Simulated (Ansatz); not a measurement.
**GeHCl (singlet): wave-function methods side by side at a displaced geometry (v1), cc-pVDZ**

Aim: climb from Hartree-Fock through coupled cluster and multireference methods for GeHCl (singlet) at one geometry and basis, and see what each rung misses.

Method: cc-pVDZ, core rule «outside noble gas», up to 19 orbitals frozen; program: Ansatz 0.2.0, Gaussian basis.

To be run: UHF; CCSD(T) on RHF; BCCD(T) on RHF; CISD; CCSDT(Q) on RHF; CASSCF and MRCISD+Q, 12 electrons in 9 orbitals; CASSCF and NEVPT2, 12 electrons in 9 orbitals.

15 further runs of the same task are left out: 8 that didn't finish, 7 set aside as unsound or not needed.

### 1 What is computed

The geometry is a PBE0/def2-TZVP stationary point (not a proven minimum) with its atoms shifted at random (size 0.040 Å). No spin-orbit coupling is included. The filled d shell of Ge may be among the frozen orbitals whatever the setting's name suggests; the logs give the count.

3 atoms, charge 0, spin multiplicity 1.

Atoms are counted from 1 here; the program's logs count them from 0.

Bond lengths: Ge1–Cl2 2.194 Å, Ge1–H3 1.640 Å. Angles: Cl2–Ge1–H3 92.1°.

### 2 UHF

Input file in.yaml:

```yaml
crystal:
  periodic: [false, false, false]
  atoms:
    - {symbol: Ge, position_ang: [-0.000165, -0.028555, 0.711954]}
    - {symbol: Cl, position_ang: [-0.000998, 0.012778, -1.481585]}
    - {symbol: H, position_ang: [0.046966, 1.608451, 0.803897]}
basis:
  gaussian: {orbitals: cc-pVDZ}
magnetization: {spin_polarized: true, initial_magnetization: 0}
hamiltonian: {xc: hf}
output: {orbitals: {seedname: orbitals}}
```

On the command line:

```sh
$ ansatz run in.yaml --threads 1 --pin off --events-out ev --progress --plain --max-ram 2393MiB
```

After this run come: CCSD(T) on RHF; BCCD(T) on RHF; CISD; CCSDT(Q) on RHF; CASSCF and MRCISD+Q, 12 electrons in 9 orbitals; CASSCF and NEVPT2, 12 electrons in 9 orbitals.

Q: Predict the results of all the runs planned. Wanted: RCCSDT(Q) below the RHF energy; RMP2 from RCCSDT(Q); RCCSD from RCCSDT(Q); RCCSD(T) from RCCSDT(Q); NEVPT2 valence from RCCSDT(Q); MRCISD+Q valence from RCCSDT(Q); T1 diagnostic; effectively unpaired electrons.

**Answer**, as computed:

```
                         quantity                                        value
   RCCSDT(Q) below the RHF energy                                   -6.7184 eV
              RMP2 from RCCSDT(Q)                                   +999.4 meV
             RCCSD from RCCSDT(Q)                                   +191.3 meV
          RCCSD(T) from RCCSDT(Q)                                    +34.5 meV
    NEVPT2 valence from RCCSDT(Q)                                  +1183.8 meV
  MRCISD+Q valence from RCCSDT(Q)                                    +33.3 meV
levels within 1 kcal/mol (43 meV)  RCCSD(T), BCCD(T), RCCSDT, MRCISD+Q valence
                    T1 diagnostic                                        0.015
   effectively unpaired electrons                                         0.04
```

**Reading.** RCCSD(T) lands +34.5 meV from the yardstick (0.5 % of the correlation energy). One determinant dominates. Of the multireference levels listed MRCISD+Q valence comes nearest in total energy (+33.3 meV), which doesn't show that its space is the better one. These misses are within one basis, not against nature.
